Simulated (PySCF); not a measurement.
# C5H7B: electronic excitations

Wanted: the electronic excitations of C5H7B (`BC1C=CC=C1`), by calculation.

Programs: PySCF 2.14.0, with density-fitted response routines of our own. Each step states its level of theory. These are calculated values for one molecule in the gas phase, unless marked as measured. Atoms are numbered from 0 throughout.

**1. The starting structure**

13 atoms, charge 0, multiplicity 1; geometry from: GFN2-xTB.

Bonds of the start (Å): B0–C1 1.71, C1–C2 1.42, C2–C3 1.39, C3–C4 1.39, C4–C5 1.42, C5–C1 1.46, B0–H6 1.17, B0–H7 1.17, C1–H8 1.08, C2–H9 1.08, C3–H10 1.08, C4–H11 1.08, C5–H12 1.08.

**2. Ultraviolet spectrum: CAM-B3LYP/def2-SVPD**

What the job is given:

```
{"job": {"kind": "uv", "xc": "CAM-B3LYP", "basis": "def2-SVPD", "nstates": 8, "ntriplets": 3}, "charge": 0, "multiplicity": 1}
B      1.428902     0.061264    -0.436251
C      0.449005    -0.228988     0.936348
C     -0.576251    -1.127213     0.553265
C     -1.429423    -0.497107    -0.340612
C     -0.989513     0.803453    -0.535727
C      0.181551     1.022403     0.230182
H      2.526437     0.416327    -0.222769
H      1.191220    -0.538709    -1.411328
H      1.028026    -0.319919     1.838346
H     -0.645805    -2.152793     0.871217
H     -2.267510    -0.954661    -0.834648
H     -1.432162     1.523753    -1.201678
H      0.531135     1.992676     0.535925
```

Level: TDDFT CAM-B3LYP/def2-SVPD, vertical, gas phase, core orbitals frozen in the response.

On the command line:

```sh
> OMP_NUM_THREADS=1 python probes_run.py task.json out
```

This one command runs all jobs of the session in turn.

Predict these results of the whole session: lowest singlet (CAM-B3LYP/def2-SVPD); brightest single state of those computed; lowest triplet.

**Answer**, as computed:

| quantity | value |
| --- | --- |
| lowest singlet (CAM-B3LYP/def2-SVPD) | 4.26 eV (291 nm), f = 0.021 |
| brightest single state of those computed | state 2, 5.37 eV, f = 0.203 |
| lowest triplet | 3.27 eV |

What this shows: The lowest singlet, at 4.26 eV, is HOMO→LUMO 0.96 and is weak; of the 8 states computed, the strongest absorption comes from states 7 to 8 together at 7.67 eV (the last computed, so partners may be missing). The lowest triplet lies 0.99 eV below the lowest singlet (triplets in Tamm-Dancoff, singlets in full TDDFT).
